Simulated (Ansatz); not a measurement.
**CH₄AlFGe: how energies converge with the basis set**

How large a basis does CH₄AlFGe need? Two functionals are run in growing sets.

The runs use Ansatz 0.2.0, Gaussian basis; one geometry, several basis sets.

The runs, in order: PBE0-D4/def2-SVP; ωB97M-V/def2-SVP; PBE0-D4/def2-QZVPP; ωB97M-V/def2-QZVPP; the functionals' def2-TZVPP values are taken from earlier runs.

**1. The relaxed structure**

All runs share one geometry, relaxed beforehand with PBE0-D4 in a triple-zeta def2 set.

SMILES `F[CH]1[AlH][GeH2]1`, 8 atoms, charge 0, spin multiplicity 1.

Atoms are counted from 1 here; the program's logs count them from 0.

Bond lengths: F1–C2 1.373 Å, C2–Al3 1.943 Å, C2–Ge4 2.045 Å, C2–H5 1.106 Å, Al3–Ge4 2.405 Å, Al3–H6 1.584 Å, Ge4–H7 1.544 Å, Ge4–H8 1.538 Å. Angles: F1–C2–Al3 134.6°, F1–C2–Ge4 126.0°, F1–C2–H5 109.3°, Al3–C2–Ge4 74.1°, Al3–C2–H5 105.7°, Ge4–C2–H5 99.1°, C2–Al3–Ge4 54.9°, C2–Al3–H6 146.3°, Ge4–Al3–H6 152.8°, C2–Ge4–Al3 51.0°, C2–Ge4–H7 113.7°, C2–Ge4–H8 115.6°, Al3–Ge4–H7 111.1°, Al3–Ge4–H8 139.3°, H7–Ge4–H8 109.2°.

**2. PBE0-D4 in def2-SVP**

The input, in.yaml:

```yaml
crystal:
  periodic: [false, false, false]
  atoms:
    - {symbol: F, position_ang: [-0.469198, 1.170417, -1.770798]}
    - {symbol: C, position_ang: [-0.555019, 0.562588, -0.542861]}
    - {symbol: Al, position_ang: [0.211696, 0.908861, 1.209068]}
    - {symbol: Ge, position_ang: [0.384719, -1.167474, 0.008629]}
    - {symbol: H, position_ang: [-1.602350, 0.260561, -0.357302]}
    - {symbol: H, position_ang: [0.755760, 2.003649, 2.216809]}
    - {symbol: H, position_ang: [1.788369, -1.336448, -0.611649]}
    - {symbol: H, position_ang: [-0.421777, -2.459253, -0.207695]}
basis:
  gaussian: {orbitals: def2-SVP}
hamiltonian: {xc: pbe0, dispersion: d4}
output: {orbitals: {seedname: orbitals}}
```

Launch:

```sh
> ansatz run in.yaml --threads 2 --pin off --events-out ev --progress --plain --max-ram 4352MiB
```

After this run come: ωB97M-V in def2-SVP; PBE0-D4 in def2-QZVPP; ωB97M-V in def2-QZVPP.

**Question.** What will the summary of the whole plan be? Wanted: PBE0-D4: double and triple zeta above quadruple; ωB97M-V: double and triple zeta above quadruple.

The runs gave:

```
                                       quantity           value
PBE0-D4: double and triple zeta above quadruple  15.66, 1.63 eV
ωB97M-V: double and triple zeta above quadruple  15.69, 1.58 eV
```

What this shows: PBE0-D4 gains 14.03 eV from double to triple zeta, then 1.63 eV more. These are total energies; as a rule much of such shifts cancels in differences, which this series doesn't test.
